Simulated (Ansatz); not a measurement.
## Molecular dynamics of Ba₃Ti₃HClO₉

Input file:

```yaml
accuracy: low
crystal:
  lattice:
    - [5.654536, 0.0, 0.0]
    - [-2.827268, 4.896972, 0.0]
    - [0.0, 0.0, 19.692652]
  atoms:
    - { symbol: Ba, position: [0.0, 0.0, 0.0507804] }
    - { symbol: Ti, position: [0.3333333, 0.6666667, 0.1044427] }
    - { symbol: O, position: [0.4967667, 0.9935333, 0.0550296] }
    - { symbol: O, position: [0.0064667, 0.5032333, 0.0550296] }
    - { symbol: O, position: [0.4967667, 0.5032333, 0.0550296] }
    - { symbol: Ba, position: [0.6666667, 0.3333333, 0.1684867] }
    - { symbol: Ti, position: [0.0, 0.0, 0.222149] }
    - { symbol: O, position: [0.1634333, 0.3268667, 0.1727359] }
    - { symbol: O, position: [0.6731333, 0.8365667, 0.1727359] }
    - { symbol: O, position: [0.1634333, 0.8365667, 0.1727359] }
    - { symbol: Ba, position: [0.3333333, 0.6666667, 0.286193] }
    - { symbol: Ti, position: [0.6666667, 0.3333333, 0.3398553] }
    - { symbol: O, position: [0.8301, 0.6602, 0.2904422] }
    - { symbol: O, position: [0.3398, 0.1699, 0.2904422] }
    - { symbol: O, position: [0.8301, 0.1699, 0.2904422] }
    - { symbol: Cl, position: [0.0757483, 0.6471575, 0.6253053] }
    - { symbol: H, position: [-0.1475223, 0.4480602, 0.6481565] }
basis:
  ecutwfc: 420.0
kpoints:
  mp_grid: { grid: [2, 2, 1] }
hamiltonian:
  xc: pbe
  dispersion: d3bj
  pseudopotentials: { kind: paw, azcp: { folder: soft_1 } }
scf:
  occupations: { method: fermi_dirac, width: 0.05 }
  lower_state_search: "off"
md:
  timestep: 0.5
  n_steps: 370
  ensemble: nve
  initial_velocities: zero
  seed: 705169
  initial_site_velocities:
    - { site: 15, velocity: [0.0, 0.0, -0.072753] }
    - { site: 16, velocity: [0.0, 0.0, -0.072753] }
  constraints: [{ sites: [0, 1, 2, 3, 4] }]
```

Run as:

```bash
$ ansatz run input.yaml --threads 1 --pin off --max-ram 3072MiB --backend cpu --events-out ev --progress --plain --runs-dir out
```

It starts from an unrelaxed structure (largest force component 5.23 eV/Å).

Output, in part (step lines):

```
md step     0: t =     0.00 fs  T =  6447.0 K  F+E_penalty+E_count = -31570.57907507 eV  E_kin = 10.000077 eV  conserved = -31560.57899767 eV  (22 SCF iters)
[... lines left out ...]
```

The steps, from the saved trajectory:

```csv
time (fs),T (K),potential energy less start (eV),conserved less start (meV/atom)
0,6447,0.000,0.00
6,6716,-0.418,-0.02
12,7118,-1.041,-0.05
18,7085,-0.989,-0.02
24,7207,-1.180,-0.02
30,7397,-1.475,-0.05
36,7173,-1.127,-0.02
42,7061,-0.952,-0.01
48,7318,-1.352,-0.04
54,7276,-1.287,-0.08
60,6410,0.056,-0.06
66,5149,2.012,-0.09
72,3470,4.618,-0.04
78,2302,6.430,-0.01
84,2821,5.624,-0.04
90,4097,3.643,-0.09
96,4680,2.740,-0.02
102,5374,1.664,-0.04
108,5432,1.573,-0.06
114,5138,2.029,-0.09
120,4990,2.258,-0.19
126,4739,2.649,-0.03
132,4412,3.157,0.02
138,4211,3.468,-0.01
144,4635,2.809,-0.14
150,4812,2.532,-0.25
156,4418,3.146,-0.04
162,4638,2.801,-0.30
168,4597,2.869,-0.05
174,4720,2.675,-0.23
180,5036,2.189,-0.03
```

The run went to its last step. The conserved energy stayed within 0.32 meV per atom of its start (net change 0.072 meV per atom), so the integration is sound. A run of 0.18 ps of so small a system gives no equilibrium averages. Limits of this set-up: coarse k mesh, slab without dipole correction, low accuracy level.

Mean squared displacements from the first frame to the last: Ba 0.30 Å², Ti 0.25 Å², O 0.26 Å², Cl 11.50 Å², H 19.57 Å².

Last frame:

```xyz
17
Lattice="5.6545 0.0000 0.0000 -2.8273 4.8970 0.0000 0.0000 0.0000 19.6927" Properties=species:S:1:pos:R:3
Ba 0.000 0.000 1.000
Ti 0.000 3.265 2.057
O 0.000 4.865 1.084
O -1.386 2.464 1.084
O 1.386 2.464 1.084
Ba 2.886 1.658 2.739
Ti 0.292 -0.267 4.186
O -0.014 1.452 3.336
O 1.639 4.090 3.307
O -1.237 3.986 3.347
Ba 0.375 3.029 5.034
Ti 2.973 1.236 6.085
O 3.270 3.100 5.511
O 1.369 0.660 5.616
O 3.843 0.114 6.853
Cl -3.903 4.648 10.566
H -3.298 5.142 9.691
```

Run time: 30 min on 1 thread of Intel(R) Xeon(R) 6975P-C (Granite Rapids) (shared host), peak memory 0.99 GiB.
